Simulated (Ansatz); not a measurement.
Runs of Ansatz 0.2.0 on CSe2. Symmetry: Cmce, No. 64, orthorhombic system. Conventional cell: a = 7.140 Å, b = 5.990 Å, c = 9.463 Å, α = 90.00°, β = 90.00°, γ = 90.00°. Se (site symmetry m) is surrounded by 1 C at 1.71 Å. C (site symmetry 2/m) has 2 Se at 1.71 Å as nearest neighbours. The cell comes from a database or a generator and needn't be the stable form of this composition.

| cell | target pressure (GPa) | gap on the mesh (eV) | pressure (GPa) | largest force (eV/Å) |
| --- | --- | --- | --- | --- |
| relaxed | 0 | 2.41 | 0.0 | 0.01 |
| relaxed to 10 GPa | 10 | 0.57 | 10.0 | - |
| relaxed to 5 GPa | 5 | 1.21 | 5.0 | 0.01 |
| relaxed to 20 GPa | 20 | none | 20.0 | 0.01 |
| relaxed to 2 GPa | 2 | (a) | 2.0 | - |
| relaxed to 30 GPa | 30 | none | 30.0 | - |

Alike in all rows: task relaxation of cell and atoms; level r2SCAN; potentials or basis Ansatz PAW; no spin polarisation; k mesh 6 × 6 × 3; cutoff (eV) 500; smearing fermi-dirac 0.05 eV.

Q: Estimate the missing entries.

A: (a) 1.68.

Caveats: the plane-wave basis is chosen anew once the cell has moved, so the energies of steps on either side of that aren't comparable; the PAW data sets come from PBE, with cores solved anew for the run's functional, which leaves a small shift of forces and pressure; odd divisions of the mesh miss points on the zone boundary, where band edges often lie, so the gap on the mesh can be too wide (some runs).

A k mesh can miss the band edges, and the runs leave out spin-orbit coupling on Se.

A gap of «none» marks a metal or a gap under the smearing width.
